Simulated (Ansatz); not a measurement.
# FH3InNS: up Jacob's ladder to CCSD(T)

An exercise on one series of results from a longer session: the logs are not shown, and one member is left open.

Method: functionals in def2-TZVPP, the program's frozen cores in correlated methods; program: Ansatz 0.2.0, Gaussian basis.

Levels to be run: LDA (SPW92), PBE-D4, revPBE-D4, BLYP-D4, r2SCAN-D4, B97M-V, PBE0-D4, B3LYP-D4, r2SCANh-D4, r2SCAN0-D4, HSE06-D4, BHLYP-D4, CAM-B3LYP-D4, LC-ωPBE, ωB97X-V, ωB97M-V, B2PLYP, PBE-QIDH; CCSD(T)/def2-SVP; CCSD(T)/def2-TZVPP; CCSD(T)/def2-QZVPP; extrapolation to the limit; RPA on PBE.

1 further run of the same task is left out (for a known fault of the program).

**The geometry**

An earlier PBE0-D4 in a triple-zeta def2 set relaxation fixed the geometry. In takes the def2 core potential; no spin-orbit term is included.

7 atoms, charge 0, spin multiplicity 1.

Atoms are counted from 1 here; the program's logs count them from 0.

Bond lengths: N1–In2 2.006 Å, N1–H5 1.010 Å, N1–H6 1.011 Å, In2–F3 1.950 Å, In2–S4 2.358 Å, S4–H7 1.344 Å. Angles: In2–N1–H5 116.7°, In2–N1–H6 114.0°, H5–N1–H6 109.2°, N1–In2–F3 112.9°, N1–In2–S4 133.0°, F3–In2–S4 113.8°, In2–S4–H7 93.1°.

As a file:

```mol
FH3InNS
  3D, bonds by distance, orders not assigned

  7  6  0  0  0  0  0  0  0  0999 V2000
    0.9152    1.1645    0.2416 N   0  0
    0.0608   -0.6486    0.1563 In  0  0
    1.2278   -2.0696    0.8069 F   0  0
   -2.1216   -1.3742   -0.3644 S   0  0
    0.5874    1.8527   -0.4211 H   0  0
    1.9261    1.1446    0.2267 H   0  0
   -2.5345   -0.1374   -0.6918 H   0  0
  1  2  8  0
  2  3  8  0
  2  4  8  0
  1  5  8  0
  1  6  8  0
  4  7  8  0
M  END
```

Set-up of the first run:

Input file in.yaml:

```yaml
crystal:
  periodic: [false, false, false]
  atoms:
    - {symbol: N, position_ang: [0.915242, 1.164517, 0.241604]}
    - {symbol: In, position_ang: [0.060770, -0.648631, 0.156323]}
    - {symbol: F, position_ang: [1.227848, -2.069565, 0.806875]}
    - {symbol: S, position_ang: [-2.121591, -1.374242, -0.364353]}
    - {symbol: H, position_ang: [0.587356, 1.852664, -0.421069]}
    - {symbol: H, position_ang: [1.926149, 1.144606, 0.226691]}
    - {symbol: H, position_ang: [-2.534474, -0.137449, -0.691770]}
basis:
  gaussian: {orbitals: def2-TZVPP}
hamiltonian: {xc: lda}
output: {orbitals: {seedname: orbitals}}
```

On the command line:

```
$ ansatz run in.yaml --threads 2 --pin off --events-out ev --progress --plain --max-ram 32768MiB --backend cpu
```

Steps of the session up to this table: LDA; PBE-D4 (GGA); revPBE-D4 (GGA); BLYP-D4 (GGA); r2SCAN-D4 (meta-GGA); B97M-V (meta-GGA); PBE0-D4 (hybrid); B3LYP-D4 (hybrid); r2SCANh-D4 (hybrid); r2SCAN0-D4 (hybrid); HSE06-D4 (hybrid); BHLYP-D4 (hybrid); CAM-B3LYP-D4 (range-separated); LC-ωPBE (range-separated); ωB97X-V (range-separated); ωB97M-V (range-separated); B2PLYP (double hybrid); PBE-QIDH (double hybrid).

One table of the session follows, with a row left open; its other results are not shown here.

It belongs to the step «Orbital energies across the functionals». 

| functional | HOMO (eV) | LUMO (eV) | gap (eV) |
| --- | --- | --- | --- |
| LDA (SPW92) | ? | ? | ? |
| PBE-D4 | -6.38 | -2.59 | 3.79 |
| revPBE-D4 | -6.31 | -2.46 | 3.84 |
| BLYP-D4 | -6.24 | -2.56 | 3.68 |
| r2SCAN-D4 | -6.68 | -2.35 | 4.33 |
| B97M-V | -6.71 | -2.45 | 4.25 |
| PBE0-D4 | -7.72 | -1.71 | 6.00 |
| B3LYP-D4 | -7.47 | -2.04 | 5.42 |
| r2SCANh-D4 | -7.18 | -2.04 | 5.14 |
| r2SCAN0-D4 | -7.92 | -1.58 | 6.35 |
| HSE06-D4 | -7.31 | -2.08 | 5.23 |
| BHLYP-D4 | -8.89 | -0.91 | 7.98 |
| CAM-B3LYP-D4 | -9.08 | -0.81 | 8.27 |
| LC-ωPBE | -10.49 | 0.50 | 10.99 |
| ωB97X-V | -10.10 | 0.31 | 10.41 |
| ωB97M-V | -9.96 | 0.12 | 10.08 |

**Question.** Estimate the row for LDA (SPW92).

The run gave: HOMO (eV): -6.57; LUMO (eV): -2.88; gap (eV): 3.69. In the column «HOMO (eV)» it lies between r2SCAN-D4 (-6.68) and PBE-D4 (-6.38).
